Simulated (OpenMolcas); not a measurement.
# Ru⁵⁺ among point charges: CASSCF and CASPT2 levels and susceptibility

Aim: the splitting of the states of Ru⁵⁺ in the field of 4 point charges, its lowest levels with spin-orbit coupling and its magnetic susceptibility.

The numbers are computed with OpenMolcas 26.06 (state-averaged CASSCF and CASPT2, spin-orbit coupling by RASSI with atomic mean-field integrals), except any that are marked as measured or tabulated.

## 1. The atom as given

```
Species                           : Ru⁵⁺ (ruthenium, Z = 44, 39 electrons)
Basis                             : ANO-RCC-VTZP [7s6p4d2f1g], 68 functions
Scalar Hamiltonian                : DKH2, point nucleus
Inactive shells                   : 1s 2s 2p 3s 3p 3d 4s 4p
Active space                      : 3 electrons in 5 orbitals (4d)
Some configurations of this space : 4d3
Orbitals                          : optimised for each spin and parity, averaged over all roots
```

The outer shells:

4d3
```
4d [↑ ][↑ ][↑ ][  ][  ]
```

The ion sits among 4 point charges of -2.5 e arranged as a tetrahedron (Td), 2.48 Å from the ion.

Each step is its own input file, run in one work folder so that later steps find the files of earlier ones. Labels, J, g values, rates, χT and fits are worked out afterwards by a script from the matrices that RASSI stores.

## 2. Basis and integrals

Contents of a.inp:

```
&GATEWAY
Coord
1

Ru 0.0 0.0 0.0
Basis=ANO-RCC-VTZP
Group=NoSym
NoMove
AngMom=0.0 0.0 0.0
AMFI
XField
4 Angstrom 0
1.431829 1.431829 1.431829 -2.500000
1.431829 -1.431829 -1.431829 -2.500000
-1.431829 1.431829 -1.431829 -2.500000
-1.431829 -1.431829 1.431829 -2.500000
&SEWARD
```

Command:

```
$ OMP_NUM_THREADS=1 MOLCAS_MEM=1689 MOLCAS_PROJECT=a pymolcas a.inp > a.log
```

Log:

```text
Basis set label: RU.ANO-RCC...7S6P4D2F1G.

      Electronic valence basis set:
      ------------------
      Associated Effective Charge  44.000000 au
      Associated Actual Charge     44.000000 au
      Nuclear Model: Point charge

      Shell  nPrim  nBasis  Cartesian Spherical Contaminant
         s      21       7        X
         p      18       6        X
         d      13       4                 X
         f       6       2                 X
         g       4       1                 X
                  Relativistic Douglas-Kroll-Hess integrals:
                    - DKH order of Hamiltonian: 2
                    - DKH order of Properties : 0
                  Atomic mean-field integrals
```

## 3. CASSCF: quartets, 10 roots

Contents of a.inp:

```
&RASSCF
FileOrb=start.orb
Symmetry=1
Spin=4
nActEl=3 0 0
Inactive=18
Ras2=5
CIRoot=10 10 1
SDav=10
CIMx=300
Iter=120 100
PrWF=0.3
OrbListing=Nothing
MaxOrb=0
>>> COPY $Project.JobIph JOB001
```

Command:

```
$ OMP_NUM_THREADS=1 MOLCAS_MEM=1689 MOLCAS_PROJECT=a pymolcas a.inp > a.log
```

start.orb holds the contracted functions of the basis, ordered by shell, or the orbitals of the step before.

Log:

```text
Wave function specifications:
      -----------------------------

      Number of closed shell electrons          36
      Number of electrons in active shells       3
      Max number of holes in RAS1 space          0
      Max nr of electrons in RAS3 space          0
      Number of inactive orbitals               18
      Number of active orbitals                  5
      Number of secondary orbitals              45
      Spin quantum number                      1.5
      State symmetry                             1
Orbital specifications:
      -----------------------

      Symmetry species                           1
                                                 a
      Frozen orbitals                            0
      Inactive orbitals                         18
      Active orbitals                            5
      RAS1 orbitals                              0
      RAS2 orbitals                              5
      RAS3 orbitals                              0
      Secondary orbitals                        45
      Deleted orbitals                           0
      Number of basis functions                 68
      Number of CSFs                            10
      Number of root(s) required                10
      Iter CI   SX   CI       RASSCF       Energy    max ROT     max BLB   max BLB  Level Ln srch  Step   QN
          iter iter root      energy       change     param      element    value   shift minimum  type update
 Nr of preliminary CI iterations:   1
      Total energies have been shifted. Add                -4000.00 au
        1   1    9    0  -531.88468540    0.00E+00   2.48E-01*  16  30 1 -4.76E-01*  0.00   0.00    SX    NO
        2   1   10    0  -532.38548697   -5.01E-01* -2.37E-02   17  34 1 -1.24E-01*  0.00   0.00    SX    NO
        3   1    9    0  -532.39846221   -1.30E-02* -6.88E-03   10  41 1  2.48E-02*  0.00   0.00    SX    NO
        4   1    8    0  -532.39924710   -7.85E-04*  1.78E-03   15  26 1 -8.56E-03*  0.00   0.00    SX    NO
        5   1    7    0  -532.39932181   -7.47E-05*  5.87E-04   18  32 1 -2.51E-03*  0.00   0.75    QN   YES
        6   1    6    0  -532.39933096   -9.14E-06*  1.97E-05   15  26 1 -2.58E-05   0.00   1.00    QN   YES
        7   1    5    0  -532.39933096   -3.64E-09   4.01E-06   17  22 1  6.35E-06   0.00   0.91    QN   YES
      Convergence after  7 iterations
        8   1    5    0  -532.39933096   -1.67E-10   4.01E-06   16  20 1  1.64E-06   0.00   0.91    QN   YES
      Natural orbitals and occupation numbers for root  1
      sym 1:   0.140920   0.140920   0.859080   0.859080   1.000000
      Natural orbitals and occupation numbers for root  2
      sym 1:   0.045648   0.954352   1.000000   0.045648   0.954352
      Natural orbitals and occupation numbers for root  3
      sym 1:   0.950003   0.049997   0.950003   0.049997   1.000000
::    RASSCF root number  1 Total energy:  -4532.42284777
::    RASSCF root number  2 Total energy:  -4532.42284777
::    RASSCF root number  3 Total energy:  -4532.42284777
::    RASSCF root number  4 Total energy:  -4532.41875316
::    RASSCF root number  5 Total energy:  -4532.41875316
::    RASSCF root number  6 Total energy:  -4532.41875316
::    RASSCF root number  7 Total energy:  -4532.41368941
::    RASSCF root number  8 Total energy:  -4532.35160579
::    RASSCF root number  9 Total energy:  -4532.35160579
::    RASSCF root number 10 Total energy:  -4532.35160579
```

## 4. CASSCF: doublets, 40 roots

Contents of a.inp:

```
&RASSCF
FileOrb=start.orb
Symmetry=1
Spin=2
nActEl=3 0 0
Inactive=18
Ras2=5
CIRoot=40 40 1
SDav=40
CIMx=300
Iter=120 100
PrWF=0.3
OrbListing=Nothing
MaxOrb=0
>>> COPY $Project.JobIph JOB002
```

Command:

```
$ OMP_NUM_THREADS=1 MOLCAS_MEM=1689 MOLCAS_PROJECT=a pymolcas a.inp > a.log
```

Log:

```text
Wave function specifications:
      -----------------------------

      Number of closed shell electrons          36
      Number of electrons in active shells       3
      Max number of holes in RAS1 space          0
      Max nr of electrons in RAS3 space          0
      Number of inactive orbitals               18
      Number of active orbitals                  5
      Number of secondary orbitals              45
      Spin quantum number                      0.5
      State symmetry                             1
Orbital specifications:
      -----------------------

      Symmetry species                           1
                                                 a
      Frozen orbitals                            0
      Inactive orbitals                         18
      Active orbitals                            5
      RAS1 orbitals                              0
      RAS2 orbitals                              5
      RAS3 orbitals                              0
      Secondary orbitals                        45
      Deleted orbitals                           0
      Number of basis functions                 68
      Number of CSFs                            40
      Number of root(s) required                40
      Iter CI   SX   CI       RASSCF       Energy    max ROT     max BLB   max BLB  Level Ln srch  Step   QN
          iter iter root      energy       change     param      element    value   shift minimum  type update
 Nr of preliminary CI iterations:   1
      Total energies have been shifted. Add                -4000.00 au
        1   1    8    0  -532.29455094    0.00E+00  -8.66E-03   22  39 1 -7.79E-03*  0.00   0.00    SX    NO
        2   1    8    0  -532.29487039   -3.19E-04*  1.35E-03   16  30 1 -4.26E-03*  0.00   0.00    SX    NO
        3   1    7    0  -532.29488609   -1.57E-05*  4.55E-04   16  30 1  9.18E-04*  0.00   0.00    SX    NO
        4   1    7    0  -532.29488758   -1.48E-06*  1.29E-04   15  26 1  3.85E-04*  0.00   0.00    SX    NO
        5   1    6    0  -532.29488774   -1.67E-07*  3.26E-05   16  30 1  1.21E-04*  0.00   0.75    QN   YES
        6   1    3    0  -532.29488777   -2.19E-08*  3.69E-07   15  26 1  1.27E-06   0.00   1.00    QN   YES
        7   1    2    0  -532.29488777    2.73E-12   2.67E-08   15  26 1  1.08E-07   0.00   0.12    QN   YES
      Convergence after  7 iterations
        8   1    2    0  -532.29488777    1.09E-11   2.67E-08   15  26 1  3.81E-08   0.00   0.12    QN   YES
      Natural orbitals and occupation numbers for root  1
      sym 1:   0.312494   0.375071   0.718486   0.413433   1.180516
      Natural orbitals and occupation numbers for root  2
      sym 1:   0.421504   0.320565   1.180516   0.358928   0.718486
      Natural orbitals and occupation numbers for root  3
      sym 1:   0.473668   0.537412   0.697589   0.492393   0.798938
::    RASSCF root number  1 Total energy:  -4532.34757964
::    RASSCF root number  2 Total energy:  -4532.34757964
::    RASSCF root number  3 Total energy:  -4532.34711183
::    RASSCF root number  4 Total energy:  -4532.34711183
::    RASSCF root number  5 Total energy:  -4532.34711183
::    RASSCF root number  6 Total energy:  -4532.34607785
::    RASSCF root number  7 Total energy:  -4532.34607785
::    RASSCF root number  8 Total energy:  -4532.34607785
::    RASSCF root number  9 Total energy:  -4532.34480535
::    RASSCF root number 10 Total energy:  -4532.32539206
::    RASSCF root number 11 Total energy:  -4532.32539206
::    RASSCF root number 12 Total energy:  -4532.32539206
::    RASSCF root number 13 Total energy:  -4532.32424175
::    RASSCF root number 14 Total energy:  -4532.32424175
::    RASSCF root number 15 Total energy:  -4532.32424175
::    RASSCF root number 16 Total energy:  -4532.32334392
::    RASSCF root number 17 Total energy:  -4532.32334392
::    RASSCF root number 18 Total energy:  -4532.32322073
::    RASSCF root number 19 Total energy:  -4532.32322073
::    RASSCF root number 20 Total energy:  -4532.32322073
::    RASSCF root number 21 Total energy:  -4532.31967244
::    RASSCF root number 22 Total energy:  -4532.31967244
::    RASSCF root number 23 Total energy:  -4532.31967244
::    RASSCF root number 24 Total energy:  -4532.31364051
::    RASSCF root number 25 Total energy:  -4532.31364051
::    RASSCF root number 26 Total energy:  -4532.31282926
::    RASSCF root number 27 Total energy:  -4532.31282926
::    RASSCF root number 28 Total energy:  -4532.31282926
::    RASSCF root number 29 Total energy:  -4532.25605593
::    RASSCF root number 30 Total energy:  -4532.25605593
```

[end of part 1 of 2]
